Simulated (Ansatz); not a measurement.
# CH5AlINO: the cost of one run

Program: Ansatz 0.2.0. Level of theory: RKS revPBE/def2-SVP. These are calculated values, not measurements.

### 1 The system as given

Bond lengths: N1–Al2 1.873 Å, Al2–O3 1.808 Å, Al2–C4 2.014 Å, C4–I5 2.131 Å, N1–H6 1.094 Å, N1–H7 1.078 Å, O3–H8 0.971 Å, C4–H9 1.191 Å, C4–H10 1.063 Å. Angles: N1–Al2–O3 117.7°, N1–Al2–C4 123.4°, O3–Al2–C4 118.8°, Al2–N1–H6 106.4°, Al2–N1–H7 106.0°, H6–N1–H7 101.7°, Al2–O3–H8 107.1°, Al2–C4–I5 108.6°, Al2–C4–H9 106.5°, Al2–C4–H10 111.4°, I5–C4–H9 108.8°, I5–C4–H10 114.2°, H9–C4–H10 107.0°.

Structure file:

```xyz
10

N    -1.3032   -1.1099   -1.0188
Al    0.1927   -0.5832   -0.0230
O     1.4020   -1.8541    0.4158
C     0.5377    1.3208    0.5361
I     0.5594    2.5472   -1.2061
H    -2.1812   -0.7592   -0.4674
H    -1.3205   -0.4718   -1.8878
H     1.1644   -2.1830    1.2984
H    -0.3812    1.6450    1.2215
H     1.4130    1.3972    1.1342
```

### 2 Relaxing end A

input.yaml reads:

```yaml
crystal:
  periodic: [false, false, false]
  atoms:
    - { symbol: "N", position_ang: [-1.3032, -1.1099, -1.0188] }
    - { symbol: Al, position_ang: [0.1927, -0.5832, -0.023] }
    - { symbol: O, position_ang: [1.402, -1.8541, 0.4158] }
    - { symbol: C, position_ang: [0.5377, 1.3208, 0.5361] }
    - { symbol: I, position_ang: [0.5594, 2.5472, -1.2061] }
    - { symbol: H, position_ang: [-2.1812, -0.7592, -0.4674] }
    - { symbol: H, position_ang: [-1.3205, -0.4718, -1.8878] }
    - { symbol: H, position_ang: [1.1644, -2.183, 1.2984] }
    - { symbol: H, position_ang: [-0.3812, 1.645, 1.2215] }
    - { symbol: H, position_ang: [1.413, 1.3972, 1.1342] }
basis:
  gaussian: { orbitals: def2-SVP }
hamiltonian:
  xc: revpbe
relax:
  f_tol: 0.015
  max_steps: 40
```

Launch:

```
$ ansatz run input.yaml --threads 2 --pin off --max-ram 3072MiB --backend cpu --events-out ev --progress --plain --runs-dir out
```

**Question.** How long does this run take on 2 threads of Arm Neoverse V1, shared host, and how much memory does it need?

About 44 s, with a peak of 0.18 GiB.
